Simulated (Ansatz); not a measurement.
# C2H4BBr: the cost of one run

Computed with Ansatz 0.2.0, Gaussian basis. Level: the settings change from run to run.

### 1 The relaxed structure

An earlier PBE0-D4 in a triple-zeta def2 set relaxation fixed the geometry.

SMILES `C=CBBr`, 8 atoms, charge 0, spin multiplicity 1.

Atoms are counted from 1 here; the program's logs count them from 0.

Bond lengths: C1–C2 1.338 Å, C1–H5 1.086 Å, C1–H6 1.086 Å, C2–B3 1.528 Å, C2–H7 1.088 Å, B3–Br4 1.910 Å, B3–H8 1.192 Å. Angles: C2–C1–H5 122.6°, C2–C1–H6 120.9°, H5–C1–H6 116.5°, C1–C2–B3 119.8°, C1–C2–H7 118.8°, B3–C2–H7 121.3°, C2–B3–Br4 120.8°, C2–B3–H8 122.5°, Br4–B3–H8 116.6°.

### 2 wB97X-V/x2c-TZVPPall

The input, in.yaml:

```yaml
crystal:
  periodic: [false, false, false]
  atoms:
    - {symbol: C, position_ang: [0.233387, 1.032065, -0.787738]}
    - {symbol: C, position_ang: [-0.440475, 0.260354, 0.072500]}
    - {symbol: B, position_ang: [0.176045, -1.049025, 0.562597]}
    - {symbol: Br, position_ang: [-0.760179, -2.173077, 1.791252]}
    - {symbol: H, position_ang: [-0.161009, 1.971211, -1.165179]}
    - {symbol: H, position_ang: [1.216672, 0.741298, -1.145824]}
    - {symbol: H, position_ang: [-1.422508, 0.584059, 0.409387]}
    - {symbol: H, position_ang: [1.250268, -1.423884, 0.207305]}
basis:
  gaussian: {orbitals: x2c-TZVPPall}
hamiltonian: {xc: {name: wB97X-V}}
output: {forces: true}
```

Command:

```sh
$ ansatz run in.yaml --threads 2 --pin off --events-out ev --progress --plain --max-ram 4352MiB
```

What time and memory should one allow on 2 threads of Intel Xeon Platinum 8259CL at 2.50GHz, shared host?

About 12 s, with a peak of 0.6 GiB.
